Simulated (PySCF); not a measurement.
# silole (C₄H₆Si): runs on many settings

Which settings matter for silole (C₄H₆Si) (`C1=C[SiH2]C=C1`), and how do bad ones show?

Computed with PySCF 2.14.0, with density-fitted response routines of our own, on a single molecule in the gas phase. Atoms count from 0, in the outputs and in this text.

## 1. The molecule as given

11 atoms, charge 0, multiplicity 1; geometry from: GFN2-xTB.

Bonds of the start (Å): C0–C1 1.34, C1–Si2 1.89, Si2–C3 1.89, C3–C4 1.34, C4–C0 1.46, C0–H5 1.08, C1–H6 1.08, Si2–H7 1.46, Si2–H8 1.46, C3–H9 1.08, C4–H10 1.08.

## 2. TDDFT and polarisability: PBE0/def2-SVPD

The job: settings as JSON, then the geometry in Å.

```
{"job": {"kind": "uv", "xc": "PBE0", "basis": "def2-SVPD", "nstates": 12, "ntriplets": 5, "tda": false, "scf": {"guess": "atom"}}, "charge": 0, "multiplicity": 1}
C     -1.026515     0.786195    -0.367752
C      0.213973     1.277436    -0.266473
Si     1.391336    -0.098263     0.264105
C     -0.073783    -1.286896     0.288396
C     -1.185258    -0.629079    -0.061329
H     -1.891228     1.369123    -0.655604
H      0.442303     2.310260    -0.470601
H      1.985309     0.121244     1.583786
H      2.394395    -0.430636    -0.748834
H     -0.079149    -2.335658     0.534501
H     -2.165959    -1.081057    -0.126158
```

Method: TDDFT PBE0/def2-SVPD, vertical, gas phase, core orbitals frozen in the response.

Command:

```
$ OMP_NUM_THREADS=1 python probes_run.py task.json out
```

One launch serves the whole session: the jobs run in the order shown.

Output:

```text
final grid: 88992 points
cycle   1  E = -444.7080229426  dE =  1.515e+00  |g| = 9.555e-01  |ddm| = 6.305e+00
cycle   2  E = -444.4969924587  dE =  2.110e-01  |g| = 1.256e+00  |ddm| = 3.385e+00
cycle   3  E = -444.9691639139  dE = -4.722e-01  |g| = 8.676e-02  |ddm| = 2.326e+00
cycle   4  E = -444.9694123490  dE = -2.484e-04  |g| = 8.959e-02  |ddm| = 5.745e-01
cycle   5  E = -444.9715273390  dE = -2.115e-03  |g| = 1.428e-02  |ddm| = 1.865e-01
cycle   6  E = -444.9715832250  dE = -5.589e-05  |g| = 1.186e-03  |ddm| = 4.039e-02
cycle   7  E = -444.9715836698  dE = -4.449e-07  |g| = 4.372e-04  |ddm| = 5.533e-03
cycle   8  E = -444.9715837401  dE = -7.028e-08  |g| = 3.785e-05  |ddm| = 1.966e-03
cycle   9  E = -444.9715837409  dE = -8.155e-10  |g| = 7.186e-06  |ddm| = 2.164e-04
converged SCF energy = -444.9715837409

Static polarisability (au): isotropic 69.227, principal 50.803 72.357 84.522

Singlet excitations
state   eV       nm        f      main configurations
  1   4.3636    284.1   0.05304   H->L 0.98
  2   5.5552    223.2   0.00000   H-1->L 0.99
  3   6.0614    204.5   0.00867   H-2->L 0.68, H->L+1 0.31
  4   6.1476    201.7   0.00168   H->L+1 0.69, H-2->L 0.30
  5   6.3220    196.1   0.00000   H->L+2 0.96
  6   6.5159    190.3   0.03664   H-3->L 0.69, H->L+4 0.30
  7   7.0514    175.8   0.00000   H->L+3 0.73, H->L+5 0.24
  8   7.2087    172.0   0.00000   H->L+5 0.75, H->L+3 0.23
  9   7.4663    166.1   0.03541   H->L+6 0.98
 10   7.5128    165.0   0.15517   H->L+4 0.40, H-4->L 0.31, H-3->L 0.18
 11   7.6261    162.6   0.00727   H-5->L 0.97
 12   7.7979    159.0   0.00000   H->L+7 0.98

Triplet excitations (Tamm-Dancoff, eV): 2.5905 4.8039 5.0865 5.5061 5.9694
```

It took 18 s on 1 thread of Intel Xeon Platinum 8488C, shared host; peak memory 0.59 GiB.

The orbitals next to the gap, with their largest atomic shares:

```tsv
orbital	eV	atoms
HOMO−3	-9.10	Si2 19 %, C0 18 %, C4 18 %
HOMO−2	-9.09	Si2 23 %, C1 12 %, C3 12 %
HOMO−1	-8.74	C3 25 %, C1 25 %, Si2 23 %
HOMO	-6.72	C3 26 %, C1 26 %, C4 18 %
LUMO	-1.51	C1 19 %, C3 19 %, C0 18 %
LUMO+1	0.63	Si2 41 %, H8 14 %, H7 14 %
LUMO+2	0.80	Si2 33 %, C0 10 %, C4 10 %
```

With each of the 12 states as a Gaussian band of 0.4 eV half-width at 1/e, the curve within the window shown has maxima at 284 nm (ε 2,100), 191 nm (ε 1,600), 165 nm (ε 8,000) L/(mol cm). Beyond the last state computed it falls off for lack of states. The curve at chosen wavelengths:

```
 nm  ε (L/mol/cm)
153           931
160          5656
167          7599
174          3301
181          1288
188          1556
195          1520
202          1005
209           538
216           239
223            84
230            26
237            25
245           106
252           315
259           708
266          1244
273          1769
280          2095
287          2120
294          1873
301          1471
308          1045
315           680
322           411
329           233
```

Leading natural transition orbitals of singlet state 10: the hole lies on H7, H8 about 41 % each; Si2 14 %; the particle on C1, C3 about 20 % each; C0, C4 about 14 % each.

Leading natural transition orbitals of singlet state 1: the hole lies on C1, C3 about 28 % each; C0, C4 about 14 % each; the particle on C1, C3 about 18 % each; C0, C4 about 13 % each; Si2 8 %.

Further results of this job:

```tsv
property	computed
dipole moment (D)	0.31
polarisability (Å³)	10.26
HOMO–LUMO gap (eV)	5.21
−ε(HOMO) (eV)	6.72
```

The fields below are evaluated on a grid from the run's orbitals.

Frontier orbitals at PBE0/def2-SVPD, with the share of their density that lies nearest to each atom:

```tsv
orbital	energy (eV)	lies on
HOMO	-6.72	C1, C3 about 28 % each; C0, C4 about 14 % each
LUMO	-1.51	C1, C3 about 20 % each; C0, C4 about 14 % each
```

ELF in a plane through or near 9 of the atoms.

Ten even steps from ' ' (0.00) to '@' (1.00):
```
                                                        
                                                        
                                                        
                        ==%%@@%%**                      
                      ..##@@@@@@@@--                    
          ..**##--    ..**@@@@@@%%::                    
        ::##@@@@@@##::::++%%%%%%**::..                  
        ++@@@@@@@@@@**##%%==%%**%%##==..                
        ..==@@@@@@++--..******@@%%::....::::..          
            ..::==****++++::--==  ##**..--==..          
            ..::==**++++++::--++..####..----..          
        ..==%%@@@@++++..##**++@@%%::....::::..          
        ==@@@@@@@@@@**##%%==##++%%##==..                
        ::##@@@@@@**::::++%%@@%%**::..                  
          ..****--    ..##@@@@@@%%::                    
                      ..##@@@@@@@@::                    
                        ==%%@@%%**                      
                                                        
                                                        
                                                        
```
The map spans 9.7 Å across and 10.0 Å up, centred on the molecule. Atoms in the plane (x, y in Å): C0 (-1.1, -0.7), C1 (0.1, -1.3), Si2 (1.4, 0.0), C3 (0.1, 1.3), C4 (-1.1, 0.7), H5 (-2.1, -1.3), H6 (0.2, -2.4), H9 (0.2, 2.4), H10 (-2.1, 1.3).

On the surface of density 0.002 e/bohr³ the electrostatic potential runs, from the 1st to the 99th percentile, from -0.62 V near C3 to 1.02 V near Si2.

## 3. NMR shieldings: PBE0/pcSseg-1

Settings changed since step 2:

```diff
@@ -1,2 +1,2 @@
-{"job": {"kind": "uv", "xc": "PBE0", "basis": "def2-SVPD", "nstates": 12, "ntriplets": 5, "tda": false, "scf": {"guess": "atom"}}, "charge": 0, "multiplicity": 1}
+{"job": {"kind": "nmr", "xc": "PBE0", "basis": "pcSseg-1", "pop": true, "scf": {"level_shift": 0.1, "aux": "def2-qzvpp-jkfit"}}, "charge": 0, "multiplicity": 1}
 C     -1.026515     0.786195    -0.367752
```

Method: GIAO PBE0/pcSseg-1 NMR shielding, non-relativistic, gas phase.

Output:

```text
final grid: 88992 points
cycle   1  E = -445.1066313732  dE =  6.023e-01  |g| = 3.261e-01  |ddm| = 3.034e+00
cycle   2  E = -445.1162801577  dE = -9.649e-03  |g| = 2.835e-01  |ddm| = 5.422e-01
cycle   3  E = -445.1365146943  dE = -2.023e-02  |g| = 2.736e-02  |ddm| = 2.026e-01
cycle   4  E = -445.1366498091  dE = -1.351e-04  |g| = 2.260e-02  |ddm| = 5.841e-02
cycle   5  E = -445.1367818907  dE = -1.321e-04  |g| = 3.364e-03  |ddm| = 1.856e-02
cycle   6  E = -445.1367855282  dE = -3.637e-06  |g| = 1.141e-03  |ddm| = 5.347e-03
cycle   7  E = -445.1367858944  dE = -3.663e-07  |g| = 3.085e-04  |ddm| = 1.385e-03
cycle   8  E = -445.1367859228  dE = -2.844e-08  |g| = 5.987e-05  |ddm| = 4.336e-04
cycle   9  E = -445.1367859246  dE = -1.757e-09  |g| = 9.303e-06  |ddm| = 1.230e-04
cycle  10  E = -445.1367859247  dE = -1.251e-10  |g| = 3.363e-06  |ddm| = 3.198e-05
level shift removed, Fock matrix diagonalised once more
converged SCF energy = -445.1367859247

GIAO shielding tensors (ppm)
atom      isotropic    diamagn.    paramagn.     s11        s22        s33       span
  0 C       30.247     254.383    -224.136    -88.790     38.028    141.504    230.294
  1 C       52.263     259.170    -206.907    -55.770     40.427    172.131    227.901
  2 Si     395.300     880.660    -485.360    331.727    402.195    451.979    120.252
  3 C       52.292     259.168    -206.877    -55.745     40.468    172.152    227.897
  4 C       30.242     254.376    -224.134    -88.776     38.000    141.503    230.280
  5 H       24.361      31.047      -6.685     21.921     23.518     27.645      5.724
  6 H       25.453      30.816      -5.363     24.432     25.266     26.659      2.227
  7 H       27.118      28.415      -1.297     24.047     24.816     32.491      8.444
  8 H       27.117      28.412      -1.295     24.046     24.816     32.490      8.444
  9 H       25.453      30.818      -5.366     24.432     25.266     26.659      2.227
 10 H       24.363      31.049      -6.686     21.924     23.519     27.648      5.723
```

It took 13 s on 1 thread of Intel Xeon Platinum 8488C, shared host; peak memory 0.57 GiB.

The references, computed at this level on geometries of the same kind, shield at (ppm): ¹H TMS 31.72, ¹³C TMS 186.9, ²⁹Si TMS 349.2. Their shielding less the atom's gives the shift. The references are single molecules in the gas phase. Atoms listed in one row are averaged.

```tsv
atoms	environment	σ (ppm)	δ (ppm)	δ scaled to CDCl3
C0, C4	alkene CH	30.2	156.7	151.0
C1, C3	alkene CH	52.3	134.6	129.5
H5, H10	hydrogen on an alkene CH	24.36	7.35	7.04
H6, H9	hydrogen on an alkene CH	25.45	6.26	6.01
H7, H8	hydrogen on a silicon bonded to 2 C, in a 5-membered ring	27.12	4.60	–
Si2	silicon bonded to 2 C, 2 H, in a 5-membered ring	395.3	-46.1	–
```

The scaled column applies a straight-line fit of computed shieldings to shifts measured in CDCl3 (root-mean-square error 0.16 ppm for H, 1.9 ppm for C).

Charges from the same density, by scheme (e):

```tsv
atoms	Mulliken	IAO	Hirshfeld	ESP fit
C0, C4	-0.11	-0.13	-0.04	-0.05
C1, C3	-0.39	-0.43	-0.15	-0.43
Si2	0.73	0.74	0.33	0.59
```

Mayer bond orders: C0–C1 1.84, C1–Si2 0.90, Si2–C3 0.90, C3–C4 1.84, C4–C0 1.08.

Ring of atoms C0, C1, Si2, C3, C4: NICS(0) 1.2, NICS(1) -1.7, NICS(1)zz 0.6 ppm (means of both faces).

## 4. NMR shieldings: PBE0/6-31G*

Settings changed since step 3:

```diff
@@ -1,2 +1,2 @@
-{"job": {"kind": "nmr", "xc": "PBE0", "basis": "pcSseg-1", "pop": true, "scf": {"level_shift": 0.1, "aux": "def2-qzvpp-jkfit"}}, "charge": 0, "multiplicity": 1}
+{"job": {"kind": "nmr", "xc": "PBE0", "basis": "6-31G*", "pop": false, "scf": {"max_cycle": 67}}, "charge": 0, "multiplicity": 2}
 C     -1.026515     0.786195    -0.367752
```

Method: PBE0/6-31G*.

Output:

```text
RuntimeError: Electron number 44 and spin 1 are not consistent
Note mol.spin = 2S = Nalpha - Nbeta, not 2S+1
```

Wall time 0.02 s (1 thread of Intel Xeon Platinum 8488C, shared host).

Diagnosis: Charge and multiplicity don't fit the number of electrons: an even count needs an odd multiplicity, and the reverse. The remedy is to mend the charge or the multiplicity.

## 5. NMR shieldings: PBE0/aug-cc-pVDZ

Settings changed since step 4:

```diff
@@ -1,2 +1,2 @@
-{"job": {"kind": "nmr", "xc": "PBE0", "basis": "6-31G*", "pop": false, "scf": {"max_cycle": 67}}, "charge": 0, "multiplicity": 2}
+{"job": {"kind": "nmr", "xc": "PBE0", "basis": "aug-cc-pVDZ", "pop": false, "grid": 1, "scf": {"conv": 1e-07}}, "charge": 0, "multiplicity": 1}
 C     -1.026515     0.786195    -0.367752
```

With the program's defaults for keys left out, this is: GIAO PBE0/aug-cc-pVDZ NMR shielding, non-relativistic, gas phase.

Output:

```text
final grid: 41968 points
cycle   1  E = -445.1404382827  dE =  6.409e-01  |g| = 3.720e-01  |ddm| = 1.301e+01
cycle   2  E = -445.1202846330  dE =  2.015e-02  |g| = 4.549e-01  |ddm| = 3.067e+00
cycle   3  E = -445.1801250356  dE = -5.984e-02  |g| = 3.088e-02  |ddm| = 1.520e+00
cycle   4  E = -445.1801988567  dE = -7.382e-05  |g| = 2.706e-02  |ddm| = 1.924e-01
cycle   5  E = -445.1803938482  dE = -1.950e-04  |g| = 5.972e-03  |ddm| = 6.571e-02
cycle   6  E = -445.1804037788  dE = -9.931e-06  |g| = 6.015e-04  |ddm| = 1.878e-02
cycle   7  E = -445.1804039171  dE = -1.383e-07  |g| = 1.105e-04  |ddm| = 4.004e-03
cycle   8  E = -445.1804039226  dE = -5.443e-09  |g| = 1.295e-05  |ddm| = 6.043e-04
converged SCF energy = -445.1804039226

GIAO shielding tensors (ppm)
atom      isotropic    diamagn.    paramagn.     s11        s22        s33       span
  0 C       50.419     197.912    -147.492    -59.516     55.603    155.172    214.688
  1 C       69.044     231.667    -162.623    -30.362     54.552    182.942    213.304
  2 Si     462.110     899.078    -436.968    393.335    473.660    519.335    125.999
  3 C       69.067     231.783    -162.716    -30.359     54.588    182.971    213.330
  4 C       50.425     197.994    -147.569    -59.494     55.588    155.182    214.677
  5 H       24.111      33.050      -8.939     21.423     23.412     27.499      6.075
  6 H       25.395      39.027     -13.632     23.915     25.608     26.662      2.747
  7 H       27.231      27.888      -0.657     24.165     24.819     32.708      8.543
  8 H       27.229      27.887      -0.657     24.164     24.819     32.706      8.542
  9 H       25.395      39.040     -13.645     23.914     25.609     26.662      2.748
 10 H       24.113      33.062      -8.948     21.427     23.413     27.500      6.074
```

It took 8.9 s on 1 thread of Intel Xeon Platinum 8488C, shared host; peak memory 0.77 GiB.

In short: δ C0 147.0, C1 128.4, Si2 -47.5, H5 7.75, H6 6.46 ppm (means over like atoms).

## 6. Shielding tensors: PBE0/pcSseg-1

Settings changed since step 5:

```diff
@@ -1,2 +1,2 @@
-{"job": {"kind": "nmr", "xc": "PBE0", "basis": "aug-cc-pVDZ", "pop": false, "grid": 1, "scf": {"conv": 1e-07}}, "charge": 0, "multiplicity": 1}
+{"job": {"kind": "nmr", "xc": "PBE0", "basis": "pcSseg-1", "pop": true, "scf": {"aux": "def2-universal-jkfit"}}, "charge": 0, "multiplicity": 1}
 C     -1.026515     0.786195    -0.367752
```

Level: GIAO PBE0/pcSseg-1 NMR shielding, non-relativistic, gas phase.

Output:

```text
final grid: 88992 points
cycle   1  E = -445.0976109915  dE =  6.114e-01  |g| = 3.772e-01  |ddm| = 3.061e+00
cycle   2  E = -445.0845675073  dE =  1.304e-02  |g| = 4.370e-01  |ddm| = 7.586e-01
cycle   3  E = -445.1364892633  dE = -5.192e-02  |g| = 3.353e-02  |ddm| = 4.273e-01
cycle   4  E = -445.1365218586  dE = -3.260e-05  |g| = 3.133e-02  |ddm| = 5.138e-02
cycle   5  E = -445.1367794039  dE = -2.575e-04  |g| = 4.994e-03  |ddm| = 3.130e-02
cycle   6  E = -445.1367858406  dE = -6.437e-06  |g| = 5.032e-04  |ddm| = 5.726e-03
cycle   7  E = -445.1367859202  dE = -7.963e-08  |g| = 1.139e-04  |ddm| = 8.819e-04
cycle   8  E = -445.1367859247  dE = -4.485e-09  |g| = 1.238e-05  |ddm| = 2.096e-04
cycle   9  E = -445.1367859247  dE = -5.923e-11  |g| = 2.248e-06  |ddm| = 2.557e-05
converged SCF energy = -445.1367859247

GIAO shielding tensors (ppm)
atom      isotropic    diamagn.    paramagn.     s11        s22        s33       span
  0 C       30.247     254.383    -224.136    -88.790     38.028    141.504    230.293
  1 C       52.263     259.170    -206.907    -55.770     40.427    172.131    227.901
  2 Si     395.300     880.660    -485.360    331.727    402.195    451.979    120.252
  3 C       52.292     259.168    -206.876    -55.745     40.468    172.153    227.898
  4 C       30.242     254.376    -224.134    -88.776     38.001    141.503    230.279
  5 H       24.361      31.047      -6.685     21.921     23.518     27.645      5.724
  6 H       25.453      30.816      -5.363     24.432     25.266     26.659      2.227
  7 H       27.118      28.415      -1.297     24.047     24.816     32.491      8.444
  8 H       27.117      28.412      -1.295     24.046     24.816     32.490      8.444
  9 H       25.453      30.818      -5.366     24.432     25.266     26.659      2.227
 10 H       24.363      31.049      -6.686     21.924     23.519     27.648      5.723
```

It took 8.8 s on 1 thread of Intel Xeon Platinum 8488C, shared host; peak memory 0.58 GiB.

In short: δ C0 156.7, C1 134.6, Si2 -46.1, H5 7.35, H6 6.26 ppm (means over like atoms).

## 7. Outcome

```
                                                                  quantity                                            value
                                           lowest singlet (PBE0/def2-SVPD)                      4.36 eV (284 nm), f = 0.053
                                  brightest single state of those computed                     state 10, 7.51 eV, f = 0.155
                                                            lowest triplet                                          2.59 eV
potential on the surface of density 0.002 e/bohr³, 1st and 99th percentile                               -0.62 V and 1.02 V
   ¹³C shifts against TMS (PBE0/pcSseg-1, means over atoms taken as alike)                                 156.7, 134.6 ppm
    ¹H shifts against TMS (PBE0/pcSseg-1, means over atoms taken as alike)                             7.35, 6.26, 4.60 ppm
                                   ²⁹Si shifts against TMS (PBE0/pcSseg-1)                                        -46.1 ppm
                                             property runs in this session  5, of which 1 failed and 0 gave unsound results
```

In words: Single values in the summary come from the first sound run of each kind (PBE0/def2-SVPD; PBE0/pcSseg-1), which need not be the best level. The first singlet state (HOMO→LUMO 0.98) lies at 4.36 eV and is bright; of the 12 states computed, the strongest absorption comes from state 10 at 7.51 eV. The lowest triplet lies 1.77 eV below the lowest singlet (triplets in Tamm-Dancoff, singlets in full TDDFT). At PBE0/def2-SVPD, states above −ε(HOMO) (6.72 eV) lie where TDDFT describes them poorly and they hang on the basis; the brightest is among them. At PBE0/def2-SVPD, counted by nearest atom on the grid, the HOMO lies on C1, C3 about 28 % each; C0, C4 about 14 % each, the LUMO on C1, C3 about 20 % each; C0, C4 about 14 % each.
